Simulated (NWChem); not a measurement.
# ZnH2 (SMILES [ZnH2]) at TPSSh/6-31G

What is the vertical ionisation energy of ZnH2 at TPSSh/6-31G? 

Program for the calculation: NWChem 7.3.0.

2 further runs of the same task are left out: 1 that didn't finish, 1 set aside as unsound or not needed.

### 1 The molecule

The species is ZnH2 (3 atoms), meant as a singlet with charge 0. As SMILES, `[ZnH2]`. The coordinates come from a PBE0-D4/def2-TZVP relaxation.

Bond lengths: Zn1–H2 1.544 Å, Zn1–H3 1.544 Å. Angles: H2–Zn1–H3 180.0°.

### 2 A single-point energy at TPSSh/6-31G

Contents of a.nw:

```
start a
title "H2Zn energy"
memory total 2200 mb
charge 0

geometry units angstrom noautosym nocenter noautoz
  Zn      -0.003700      -0.021600      -0.004400
  H        0.590600       1.324200       0.465500
  H       -0.597900      -1.367400      -0.474400
end

basis spherical bse
  * library 6-31G
end

dft
  xc xctpssh
  grid fine
  convergence energy 1e-08
  maxiter 100
  mulliken
  print low
end

task dft energy
```

Command:

```console
$ nwchem a.nw > a.out
```

Log:

```text
Northwest Computational Chemistry Package (NWChem) 7.3.0
             --------------------------------------------------------

           Job information
           ---------------

    nwchem branch   = 7.3.0
    use scalapack   = T
    input           = a.nw
    prefix          = a.
    data base       = ./a.db
    status          = startup
    nproc           =        1

           Memory information
           ------------------

    heap     =     72089596 doubles =      550.0 Mbytes
    stack    =     72089601 doubles =      550.0 Mbytes
    global   =    144179200 doubles =     1100.0 Mbytes (distinct from heap & stack)
    total    =    288358397 doubles =     2200.0 Mbytes
    verify   = yes
    hardfail = no

           Directory information
           ---------------------

  0 permanent = .
  0 scratch   = .

                                NWChem Input Module
                                -------------------

                                    H2Zn energy
                                    -----------

 Scaling coordinates for geometry "geometry" by  1.889725989
 (inverse scale =  0.529177249)

                             Geometry "geometry" -> ""
                             -------------------------

 Output coordinates in angstroms (scale by  1.889725989 to convert to a.u.)

  No.       Tag          Charge          X              Y              Z
 ---- ---------------- ---------- -------------- -------------- --------------
    1 Zn                  30.0000    -0.00370000    -0.02160000    -0.00440000
    2 H                    1.0000     0.59060000     1.32420000     0.46550000
    3 H                    1.0000    -0.59790000    -1.36740000    -0.47440000

      Atomic Mass
      -----------

      Zn                63.929100
      H                  1.007825

 Effective nuclear repulsion energy (a.u.)      20.7299112320

            Nuclear Dipole moment (a.u.)
            ----------------------------
        X                 Y               Z
 ---------------- ---------------- ----------------
    -0.2235545844    -1.3061786033    -0.2662623918

            XYZ format geometry
            -------------------
     3
 geometry
 Zn                   -0.00370000    -0.02160000    -0.00440000
 H                     0.59060000     1.32420000     0.46550000
 H                    -0.59790000    -1.36740000    -0.47440000

 ==============================================================================
                                internuclear distances
 ------------------------------------------------------------------------------
       center one      |      center two      | atomic units |  angstroms
 ------------------------------------------------------------------------------
    2 H                |   1 Zn               |     2.91850  |     1.54440
    3 H                |   1 Zn               |     2.91848  |     1.54439
 ------------------------------------------------------------------------------
                         number of included internuclear distances:          2
 ==============================================================================

 ==============================================================================
                                 internuclear angles
 ------------------------------------------------------------------------------
        center 1       |       center 2       |       center 3       |  degrees
 ------------------------------------------------------------------------------
    2 H                |   1 Zn               |   3 H                |   179.99
 ------------------------------------------------------------------------------
                            number of included internuclear angles:          1
 ==============================================================================

 Summary of "ao basis" -> "" (spherical)
 ------------------------------------------------------------------------------
       Tag                 Description            Shells   Functions and Types
 ---------------- ------------------------------  ------  ---------------------
 *                           6-31G                    on all atoms

                                 NWChem DFT Module
                                 -----------------

                                    H2Zn energy

                      Basis "ao basis" -> "ao basis" (spherical)
                      -----
  [basis functions not shown]

 Summary of "ao basis" -> "ao basis" (spherical)
 ------------------------------------------------------------------------------
       Tag                 Description            Shells   Functions and Types
 ---------------- ------------------------------  ------  ---------------------
 Zn                          6-31G                  11       27   5s4p2d
 H                           6-31G                   2        2   2s

  Caching 1-el integrals
   Time after variat. SCF:      0.3

     ---------------------------------------------
      Total Density - Mulliken Population Analysis
     ---------------------------------------------

    Atom       Charge   Shell Charges
 -----------   ------   -------------------------------------------------------
    1 Zn  30    29.59   2.00  2.00  6.00  2.00  6.00  0.72  0.36  0.42  0.14  6.81  3.15
    2 H    1     1.20   0.47  0.73
    3 H    1     1.20   0.47  0.73
   Time prior to 1st pass:      0.3

           Memory utilization after 1st SCF pass:
           Heap Space remaining (MW):       37.40            37401572
          Stack Space remaining (MW):       72.09            72089284

   convergence    iter        energy       DeltaE   RMS-Dens  Diis-err    time
 ---------------- ----- ----------------- --------- --------- ---------  ------
 d= 0,ls=0.0,diis     1  -1780.1827203731 -1.80D+03  1.70D-02  4.75D-02     0.6
 d= 0,ls=0.0,diis     2  -1780.1970591182 -1.43D-02  2.02D-03  3.33D-02     0.8
 d= 0,ls=0.0,diis     3  -1780.1982161488 -1.16D-03  1.34D-03  5.22D-03     1.1
 d= 0,ls=0.0,diis     4  -1780.1985143935 -2.98D-04  2.74D-04  1.54D-04     1.4
 d= 0,ls=0.0,diis     5  -1780.1985250512 -1.07D-05  1.73D-05  3.99D-07     1.7
 d= 0,ls=0.0,diis     6  -1780.1985251013 -5.01D-08  2.28D-06  2.42D-09     2.0
 d= 0,ls=0.0,diis     7  -1780.1985251020 -7.01D-10  5.29D-08  5.00D-12     2.2

         Total DFT energy =    -1780.198525101969
      One electron energy =    -2524.397103052041
           Coulomb energy =      795.340715858151
    Exchange-Corr. energy =      -71.872049140070
 Nuclear repulsion energy =       20.729911231991

 Numeric. integr. density =       31.999999188211

     Total iterative time =      1.9s

     ---------------------------------------------
      Total Density - Mulliken Population Analysis
     ---------------------------------------------

    Atom       Charge   Shell Charges
 -----------   ------   -------------------------------------------------------
    1 Zn  30    29.74   2.00  2.00  6.00  2.00  6.00  0.90  0.59  0.24  0.11  6.77  3.12
    2 H    1     1.13   0.49  0.65
    3 H    1     1.13   0.49  0.65

     -------------------------------------------
      Total Density - Lowdin Population Analysis
     -------------------------------------------

    Atom       Charge   Shell Charges
 -----------   ------   -------------------------------------------------------
    1 Zn  30    29.85   2.00  2.00  5.99  1.99  5.97  0.72  0.61  0.41  0.26  6.62  3.27
    2 H    1     1.08   0.47  0.60
    3 H    1     1.08   0.47  0.60

 Task  times  cpu:        2.2s     wall:        2.2s
 Total times  cpu:        2.2s     wall:        2.2s
```

Run time: 2.8 s. Hardware: 1 thread of Intel Xeon 6975P-C (Granite Rapids), shared host; peak memory 0.11 GiB.

[end of part 1 of 2]
